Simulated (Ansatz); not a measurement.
# CH6OSSi2: how energies converge with the basis set

The task here is to estimate one member of a computed series from the others.

The runs use Ansatz 0.2.0, Gaussian basis; one geometry, several basis sets.

Levels to be run: PBE0-D4/def2-SVP; ωB97M-V/def2-SVP; PBE0-D4/def2-QZVPP; ωB97M-V/def2-QZVPP; the functionals' def2-TZVPP values are taken from earlier runs.

## Structure used throughout

An earlier PBE0-D4 in a triple-zeta def2 set relaxation fixed the geometry.

SMILES `O=C[SiH]([SiH3])S`, 11 atoms, charge 0, spin multiplicity 1.

Atoms are counted from 1 here; the program's logs count them from 0.

Bond lengths: O1–C2 1.205 Å, C2–Si3 1.933 Å, C2–H6 1.114 Å, Si3–Si4 2.343 Å, Si3–S5 2.126 Å, Si3–H7 1.490 Å, Si4–H8 1.486 Å, Si4–H9 1.489 Å, Si4–H10 1.486 Å, S5–H11 1.354 Å. Angles: O1–C2–Si3 122.0°, O1–C2–H6 119.3°, Si3–C2–H6 118.6°, C2–Si3–Si4 109.4°, C2–Si3–S5 104.3°, C2–Si3–H7 106.8°, Si4–Si3–S5 112.9°, Si4–Si3–H7 109.8°, S5–Si3–H7 113.2°, Si3–Si4–H8 109.3°, Si3–Si4–H9 110.3°, Si3–Si4–H10 109.3°, H8–Si4–H9 109.0°, H8–Si4–H10 109.5°, H9–Si4–H10 109.4°, Si3–S5–H11 88.8°.

Geometry (Å):

```
O    -1.9287    0.9176   -1.5132
C    -0.7892    1.0945   -1.1647
Si    0.3440   -0.3611   -0.5867
Si    0.8850   -0.0734    1.6746
S    -0.8171   -2.1060   -0.9426
H    -0.3732    2.1282   -1.1621
H     1.5814   -0.3001   -1.4148
H     1.6857   -1.2356    2.1411
H     1.6818    1.1704    1.8600
H    -0.3660    0.0194    2.4704
H    -1.8383   -1.3111   -1.3415
```

The first run:

The input, in.yaml:

```yaml
crystal:
  periodic: [false, false, false]
  atoms:
    - {symbol: O, position_ang: [-1.928662, 0.917608, -1.513196]}
    - {symbol: C, position_ang: [-0.789223, 1.094518, -1.164727]}
    - {symbol: Si, position_ang: [0.343993, -0.361135, -0.586707]}
    - {symbol: Si, position_ang: [0.885047, -0.073364, 1.674648]}
    - {symbol: S, position_ang: [-0.817097, -2.105965, -0.942558]}
    - {symbol: H, position_ang: [-0.373233, 2.128229, -1.162133]}
    - {symbol: H, position_ang: [1.581375, -0.300072, -1.414754]}
    - {symbol: H, position_ang: [1.685678, -1.235601, 2.141051]}
    - {symbol: H, position_ang: [1.681792, 1.170393, 1.859982]}
    - {symbol: H, position_ang: [-0.365961, 0.019375, 2.470421]}
    - {symbol: H, position_ang: [-1.838311, -1.311083, -1.341527]}
basis:
  gaussian: {orbitals: def2-SVP}
hamiltonian: {xc: pbe0, dispersion: d4}
output: {orbitals: {seedname: orbitals}}
```

Started as:

```bash
$ ansatz run in.yaml --threads 4 --pin off --events-out ev --progress --plain --max-ram 10444MiB
```

Steps of the session up to this table: PBE0-D4 in def2-SVP; ωB97M-V in def2-SVP; PBE0-D4 in def2-QZVPP; ωB97M-V in def2-QZVPP.

One of the session's tables, all rows but one given; the rest of the session is left out.

It belongs to the step «Functionals by basis». 

| functional | basis | HOMO (eV) | LUMO (eV) |
| --- | --- | --- | --- |
| PBE0-D4 | def2-SVP | -7.22 | -1.83 |
| PBE0-D4 | def2-TZVPP | -7.30 | -1.97 |
| PBE0-D4 | def2-QZVPP | -7.32 | -2.01 |
| ωB97M-V | def2-SVP | -9.29 | 0.49 |
| ωB97M-V | def2-TZVPP | ? | ? |
| ωB97M-V | def2-QZVPP | -9.45 | 0.17 |

**Question.** Estimate the row for ωB97M-V, def2-TZVPP.

The run gave: HOMO (eV): -9.42; LUMO (eV): 0.25. In the column «HOMO (eV)» it lies between ωB97M-V, def2-QZVPP (-9.45) and ωB97M-V, def2-SVP (-9.29).
